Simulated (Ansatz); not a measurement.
Run this with Ansatz 0.2.0 through its Python package and show what comes out.

Script `scf.py`:
```python
"""Self-consistent field of SrZnSnWO6 at the given structure."""

import sys

import ansatz as az
import numpy as np


def main() -> None:
    crystal = (
        az.Lattice.from_parameters(5.70862, 5.70862, 5.70862, alpha=60.0, beta=60.0, gamma=60.0)
        .atom("Sr", [0.25, 0.25, 0.25])
        .atom("Zn", [0.0, 0.0, 0.0])
        .atom("Sn", [0.75, 0.75, 0.75])
        .atom("W", [0.5, 0.5, 0.5])
        .atom("O", [0.74117325, 0.25882675, 0.25882675])
        .atom("O", [0.25882675, 0.74117325, 0.74117325])
        .atom("O", [0.74117325, 0.74117325, 0.25882675])
        .atom("O", [0.25882675, 0.25882675, 0.74117325])
        .atom("O", [0.25882675, 0.74117325, 0.25882675])
        .atom("O", [0.74117325, 0.25882675, 0.74117325])
    )

    # settings of the run
    calc = crystal.calculation()
    calc = calc.functional("lda")
    calc = calc.pseudopotentials("paw")
    calc = calc.kpoints(mesh=(4, 4, 4), center="monkhorst-pack")
    calc = calc.occupations("Marzari-Vanderbilt", width=0.1)
    calc = calc.scf(max_iterations=150, extra_bands=16)
    calc = calc.density()
    calc = calc.band_table()
    try:
        out = calc.run(threads=1, pin="off")
    except az.NonConvergedError as error:
        sys.exit(f"no convergence: {error}")
    except az.RefusalError as error:
        sys.exit(f"input refused: {error}")
    summary = out.report

    for key in ("converged", "n_iterations", "n_electrons", "n_kpoints", "n_pw", "n_symmetry_ops", "free_energy_ev", "fermi_energy_ev"):
        print(f"{key:18s} {summary[key]}")

    rho = out.density()
    total = sum(ch.density_e_per_ang3 for ch in rho.channels[:2]) if len(rho.channels) < 3 else rho.channels[0].density_e_per_ang3
    print("grid", rho.dims, "electrons", round(float(total.mean() * rho.cell_volume_ang3), 4))
    profile = total.mean(axis=(1, 2))
    print("planar average along grid axis 0 (e/A^3):")
    print(np.array2string(profile[:: max(len(profile) // 16, 1)], precision=4))

    table = np.array(summary["eigenvalues_ev"]) - summary["fermi_energy_ev"]
    filling = np.array(summary["occupations"])
    weights = np.tile(summary["kweights"], len(table) // len(summary["kweights"]))
    print("band   lowest  highest (eV from E_F)  electrons")
    for band in range(table.shape[1]):
        if table[:, band].max() > -8:
            print(f"{band + 1:4d} {table[:, band].min():8.3f} {table[:, band].max():8.3f} {weights @ filling[:, band]:18.4f}")
    print("electrons counted from the table:", round(float(weights @ filling.sum(axis=1)), 5))

    print("energy terms (eV)")
    for term, value in summary["components"].items():
        if abs(value) > 1e-9:
            print(f"  {term:26s} {value:16.5f}")


if __name__ == "__main__":
    main()
```

```console
$ python scf.py
DeckWarning: basis.ecutwfc = 420 eV, auto-derived from the records' recommended cutoffs: set by Sr (normal level)
DeckWarning: crystal.symmetry: narrowed to the stabiliser of the k-point mesh — unitary ops 24 → 6; excluded 18 operations that carry a point of the 4×4×4 mesh (shift [0.5, 0.5, 0.5]) off the mesh [...]
converged          True
n_iterations       8
n_electrons        86.0
n_kpoints          10
n_pw               2637
n_symmetry_ops     6
free_energy_ev     -26036.423577981164
fermi_energy_ev    10.02403983618811
grid (40, 40, 40) electrons 86.0
planar average along grid axis 0 (e/A^3):
[0.6466 0.4675 0.3556 0.5151 0.8059 0.9872 0.9132 0.6719 0.5098 0.4611
 0.446  0.4608 0.5095 0.7111 1.0644 1.2134 0.9588 0.5549 0.3555 0.4671]
band   lowest  highest (eV from E_F)  electrons
  20   -7.889   -7.276             2.0000
  21   -7.336   -6.390             2.0000
  22   -6.740   -6.377             2.0000
  23   -6.732   -6.249             2.0000
  24   -6.416   -5.755             2.0000
  25   -6.416   -5.628             2.0000
  26   -5.776   -5.535             2.0000
  27   -5.645   -5.106             2.0000
  28   -5.643   -5.106             2.0000
  29   -5.338   -4.734             2.0000
  30   -5.238   -4.568             2.0000
  31   -5.051   -4.186             2.0000
  32   -4.548   -4.013             2.0000
  33   -3.684   -3.387             2.0000
  34   -3.506   -3.140             2.0000
  35   -3.246   -2.591             2.0000
  36   -2.992   -2.591             2.0000
  37   -2.863   -2.303             2.0000
  38   -2.499   -2.197             2.0000
  39   -2.294   -2.000             2.0000
  40   -2.259   -1.779             2.0000
  41   -2.104   -1.510             2.0000
  42   -1.821   -1.477             2.0000
  43   -1.542   -1.470             2.0000
  44    1.328    1.762             0.0000
  45    1.412    2.110             0.0000
  46    1.412    2.338             0.0000
  47    2.346    4.272             0.0000
  48    3.025    4.506             0.0000
  49    3.560    4.506             0.0000
  50    4.016    5.808             0.0000
  51    5.207    6.261             0.0000
  52    5.207    6.437             0.0000
  53    5.751    6.590             0.0000
  54    5.751    7.220             0.0000
  55    5.783    7.274             0.0000
  56    6.897    7.575             0.0000
  57    7.122    7.988             0.0000
  58    7.532    9.349             0.0000
  59    9.491   10.111             0.0000
electrons counted from the table: 86.0
energy terms (eV)
  e_band                           -326.25720
  e_kinetic                        2043.35696
  e_local                         -5982.86043
  e_nonlocal                       1102.48714
  e_hartree                        2381.44486
  e_xc                            -1382.30870
  e_vxc                           -1106.92112
  e_paw                          -17538.12718
  e_vpaw                          -1145.22829
  e_augmentation_tail                 0.01425
  e_ewald                         -6663.57133
  e_core_change                       3.14086
```
(Warnings from the package without file and line, shortened.)

These settings explore the input space; cutoff and mesh may be short of convergence. The run is spin-unpolarised. The energy terms are those on the plane-wave grid, with the one-centre PAW part apart; e_band, e_vxc and e_vpaw aren't summands of the total. Only differences from the Fermi energy are physical; the zero of the scale is a convention. In a crystal with a gap the Fermi level's place inside it depends on smearing and mesh. The fields are valence quantities on the plane-wave grid; their values near the nuclei depend on the potentials. The structure comes from a database of computed cells and needn't be a stable or known phase. Levels are Kohn-Sham eigenvalues on this mesh, without spin-orbit coupling. Timing: 9.5 s on 1 thread of Arm Neoverse V1, with other jobs on the host, peak memory 0.46 GiB.
